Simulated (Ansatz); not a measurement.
# Sr2CuO3: the cost of one run

Program: Ansatz 0.2.0. Level of theory: DFT r2SCAN, scalar-relativistic, plane waves, PAW. These are calculated values, not measurements.

## Step 1: The starting structure

It takes space group Immm (No. 71, orthorhombic). The conventional cell has a = 3.499 Å, b = 3.914 Å, c = 12.709 Å, α = 90.00°, β = 90.00°, γ = 90.00°. Around Sr (site symmetry mm2) lie 7 O at 2.52 to 2.63 Å. Cu (site symmetry mmm) has 4 O at 1.96 Å as nearest neighbours. Around O (site symmetry mm2) lie 1 Cu at 1.96 Å and 5 Sr at 2.52 to 2.63 Å. O (site symmetry mmm) is surrounded by 2 Cu at 1.96 Å and 4 Sr at 2.57 Å.

As a file:

```
CELL_PARAMETERS angstrom
6.99800 0.00000 0.00000
0.00000 7.82800 0.00000
1.74950 1.95700 6.35450
ATOMIC_POSITIONS crystal
Sr 0.17620 0.42620 0.29520
Sr 0.17620 0.92620 0.29520
Sr 0.67620 0.42620 0.29520
Sr 0.67620 0.92620 0.29520
Sr 0.32380 0.07380 0.70480
Sr 0.32380 0.57380 0.70480
Sr 0.82380 0.07380 0.70480
Sr 0.82380 0.57380 0.70480
Cu 0.00000 0.25000 0.00000
Cu 0.00000 0.75000 0.00000
Cu 0.50000 0.25000 0.00000
Cu 0.50000 0.75000 0.00000
O 0.07700 0.32700 0.69200
O 0.07700 0.82700 0.69200
O 0.57700 0.32700 0.69200
O 0.57700 0.82700 0.69200
O 0.42300 0.17300 0.30800
O 0.42300 0.67300 0.30800
O 0.92300 0.17300 0.30800
O 0.92300 0.67300 0.30800
O 0.00000 0.00000 0.00000
O 0.00000 0.50000 0.00000
O 0.50000 0.00000 0.00000
O 0.50000 0.50000 0.00000
```

The structure rests on an entry of the Crystallography Open Database; cell or positions may have been set otherwise for this series.

## Step 2: Single point: Sr2CuO3, moments −+−+

Contents of input.yaml:

```yaml
crystal:
  lattice:
    - [6.998, 0.0, 0.0]
    - [0.0, 7.828, 0.0]
    - [1.7495, 1.957, 6.3545]
  atoms:
    - { symbol: Sr, position: [0.1762, 0.4262, 0.2952] }
    - { symbol: Sr, position: [0.1762, 0.9262, 0.2952] }
    - { symbol: Sr, position: [0.6762, 0.4262, 0.2952] }
    - { symbol: Sr, position: [0.6762, 0.9262, 0.2952] }
    - { symbol: Sr, position: [0.3238, 0.0738, 0.7048] }
    - { symbol: Sr, position: [0.3238, 0.5738, 0.7048] }
    - { symbol: Sr, position: [0.8238, 0.0738, 0.7048] }
    - { symbol: Sr, position: [0.8238, 0.5738, 0.7048] }
    - { symbol: Cu, position: [0.0, 0.25, 0.0], spin: -1.0 }
    - { symbol: Cu, position: [0.0, 0.75, 0.0], spin: 1.0 }
    - { symbol: Cu, position: [0.5, 0.25, 0.0], spin: -1.0 }
    - { symbol: Cu, position: [0.5, 0.75, 0.0], spin: 1.0 }
    - { symbol: O, position: [0.077, 0.327, 0.692] }
    - { symbol: O, position: [0.077, 0.827, 0.692] }
    - { symbol: O, position: [0.577, 0.327, 0.692] }
    - { symbol: O, position: [0.577, 0.827, 0.692] }
    - { symbol: O, position: [0.423, 0.173, 0.308] }
    - { symbol: O, position: [0.423, 0.673, 0.308] }
    - { symbol: O, position: [0.923, 0.173, 0.308] }
    - { symbol: O, position: [0.923, 0.673, 0.308] }
    - { symbol: O, position: [0.0, 0.0, 0.0] }
    - { symbol: O, position: [0.0, 0.5, 0.0] }
    - { symbol: O, position: [0.5, 0.0, 0.0] }
    - { symbol: O, position: [0.5, 0.5, 0.0] }
magnetization:
  spin_polarized: true
scf:
  occupations: { method: gaussian, width: 0.02 }
output:
  forces: true
  stress: true
  populations: true
  write_density: true
  write_potential: true
  elf: true
  volumetric_format: npy
hamiltonian:
  xc: r2scan
kpoints:
  mp_grid: { grid: [4, 4, 4] }
```

Run with:

```
$ ansatz run input.yaml --threads 8 --pin off --max-ram 16384MiB --backend cpu --events-out ev --progress --plain --runs-dir out
```

What time and memory should one allow on 8 threads of Arm Neoverse V1, shared host?

About 92 s, with a peak of 5 GiB.
